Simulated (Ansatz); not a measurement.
# SnO: the cost of one run

Method: DFT r2SCAN, scalar-relativistic, plane waves, PAW, in Ansatz 0.2.0.

2 further runs of the same task are left out: 2 set aside as unsound or not needed.

### Step 1. The structure to begin with

The structure is tetragonal, space group P4/nmm (No. 129). Conventional cell: a = 3.808 Å, b = 3.808 Å, c = 4.934 Å, α = 90.00°, β = 90.00°, γ = 90.00°. Sn (site symmetry 4mm) has 4 O at 2.22 Å in its first shell of neighbours. Around O (site symmetry -4m2) lie 4 Sn at 2.22 Å.

As a file:

```
CELL_PARAMETERS angstrom
3.80803 0.00000 0.00000
0.00000 3.80803 0.00000
0.00000 0.00000 4.93413
ATOMIC_POSITIONS crystal
Sn 0.00000 0.50000 0.23247
Sn 0.50000 0.00000 0.76753
O 0.00000 0.00000 0.00000
O 0.50000 0.50000 0.00000
```

It is the result of an earlier relaxation at this level (volume 17.89 Å³/atom; gap on the mesh: 0.36 eV).

Bulk energy on matching settings, from an earlier run: -3303.6731 eV/atom.

### Step 2. The (001) slab

Miller indices refer to the conventional cell of the relaxed bulk, P4/nmm (No. 129): a = 3.808 Å, b = 3.808 Å, c = 4.934 Å, α = 90.00°, β = 90.00°, γ = 90.00°.

The slab is a (001) slab, 12.2 Å thick as cut, with 15 Å of vacuum; its outer planes are Sn (top) and Sn (bottom).

The slab as cut. Its planes from the bottom up:

```csv
plane,atoms per cell,height over the lowest (Å)
1,Sn,0.00
2,O2,1.15
3,Sn,2.29
4,Sn,4.93
5,O2,6.08
6,Sn,7.23
7,Sn,9.87
8,O2,11.02
9,Sn,12.16
```

### Step 3. The slab as cut, atoms at the bulk's places

The cell repeats along c, and a dipole correction in the vacuum removes the field between the copies.

File input.yaml:

```yaml
crystal:
  lattice:
    - [3.8080256424, 0.0, 0.0]
    - [0.0, 3.8080256424, 0.0]
    - [0.0, 0.0, 27.1622980046]
  atoms:
    - { symbol: Sn, position: [0.5, 0.0, 0.2761180221] }
    - { symbol: O, position: [0.0, 0.0, 0.3183463241] }
    - { symbol: O, position: [0.5, 0.5, 0.3183463241] }
    - { symbol: Sn, position: [0.0, 0.5, 0.3605746262] }
    - { symbol: Sn, position: [0.5, 0.0, 0.4577716979] }
    - { symbol: O, position: [0.0, 0.0, 0.5] }
    - { symbol: O, position: [0.5, 0.5, 0.5] }
    - { symbol: Sn, position: [0.0, 0.5, 0.5422283021] }
    - { symbol: Sn, position: [0.5, 0.0, 0.6394253738] }
    - { symbol: O, position: [0.0, 0.0, 0.6816536759] }
    - { symbol: O, position: [0.5, 0.5, 0.6816536759] }
    - { symbol: Sn, position: [0.0, 0.5, 0.7238819779] }
basis:
  ecutwfc: 500
kpoints:
  mp_grid: { grid: [9, 9, 1] }
hamiltonian:
  xc: r2scan
scf:
  occupations: { method: gaussian, width: 0.05 }
output:
  forces: true
  stress: true
  eigenvalues: true
  write_density: true
  write_potential: true
  elf: true
  volumetric_format: npy
efield:
  axis: 3
  dipole_correction: true
  ramp_width: 0.04
```

Launch:

```console
> ansatz run input.yaml --threads 2 --pin off --max-ram 5120MiB --backend cpu --events-out ev --progress --plain --runs-dir out
```

What time and memory should one allow on 2 threads of Intel Xeon Platinum 8488C (Sapphire Rapids), shared host?

About 46 s, with a peak of 1.5 GiB.
